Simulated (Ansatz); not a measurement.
**BCl2F: basis-set convergence**

How large a basis does BCl2F need? Two functionals and correlated methods are run in growing sets.

The runs use Ansatz 0.2.0, Gaussian basis; one geometry, several basis sets.

The runs, in order: PBE0-D4/def2-SVP; ωB97M-V/def2-SVP; PBE0-D4/def2-QZVPP; ωB97M-V/def2-QZVPP; CCSD(T)/cc-pV(D+d)Z; CCSD(T)/cc-pV(T+d)Z; CCSD(T)/cc-pV(Q+d)Z; the functionals' def2-TZVPP values are taken from earlier runs.

### Step 1. The geometry

All runs share one geometry, relaxed beforehand with PBE0-D4 in a triple-zeta def2 set.

4 atoms, charge 0, spin multiplicity 1.

Atoms are counted from 1 here; the program's logs count them from 0.

Bond lengths: F1–B2 1.310 Å, B2–Cl3 1.739 Å, B2–Cl4 1.739 Å. Angles: F1–B2–Cl3 119.3°, F1–B2–Cl4 119.3°, Cl3–B2–Cl4 121.5°.

### Step 2. PBE0-D4 in def2-SVP

Contents of in.yaml:

```yaml
crystal:
  periodic: [false, false, false]
  atoms:
    - {symbol: F, position_ang: [0.130316, -1.186797, -0.776161]}
    - {symbol: B, position_ang: [0.021926, -0.096072, -0.058370]}
    - {symbol: Cl, position_ang: [-1.536350, 0.360591, 0.563363]}
    - {symbol: Cl, position_ang: [1.439608, 0.861979, 0.250868]}
basis:
  gaussian: {orbitals: def2-SVP}
hamiltonian: {xc: pbe0, dispersion: d4}
output: {orbitals: {seedname: orbitals}}
```

Started as:

```console
ansatz run in.yaml --threads 4 --pin off --events-out ev --progress --plain --max-ram 10444MiB
```

The runs that follow: ωB97M-V in def2-SVP; PBE0-D4 in def2-QZVPP; ωB97M-V in def2-QZVPP; CCSD(T) in cc-pV(D+d)Z; CCSD(T) in cc-pV(T+d)Z; CCSD(T) in cc-pV(Q+d)Z.

Before running them: what should the planned runs give, taken together? Wanted: MP2 correlation recovered, cc-pV(D+d)Z; MP2 correlation recovered, cc-pV(T+d)Z; MP2 correlation recovered, cc-pV(Q+d)Z; CCSD(T) limit from def2 sets; PBE0-D4: double and triple zeta above quadruple; ωB97M-V: double and triple zeta above quadruple.

**Answer**, as computed:

| quantity | value |
| --- | --- |
| MP2 correlation recovered, cc-pV(D+d)Z | 64.8 % |
| MP2 correlation recovered, cc-pV(T+d)Z | 86.1 % |
| MP2 correlation recovered, cc-pV(Q+d)Z | 94.2 % |
| CCSD(T) limit from def2 sets (earlier runs) less the limit of this series | -111 meV |
| PBE0-D4: double and triple zeta above quadruple | 13.48, 0.91 eV |
| ωB97M-V: double and triple zeta above quadruple | 13.39, 0.86 eV |

**Reading.** PBE0-D4 gains 12.58 eV from double to triple zeta, then 0.91 eV more. In cc-pV(D+d)Z MP2 holds 65 % of its limit, in cc-pV(Q+d)Z 94 %, while Hartree-Fock is within 0.137 eV in the largest set. A limit from the def2 sets, made apart, differs by 111 meV, a least measure of the doubt on such a limit. Total energies overstate the basis error of differences, where much of it tends to cancel.
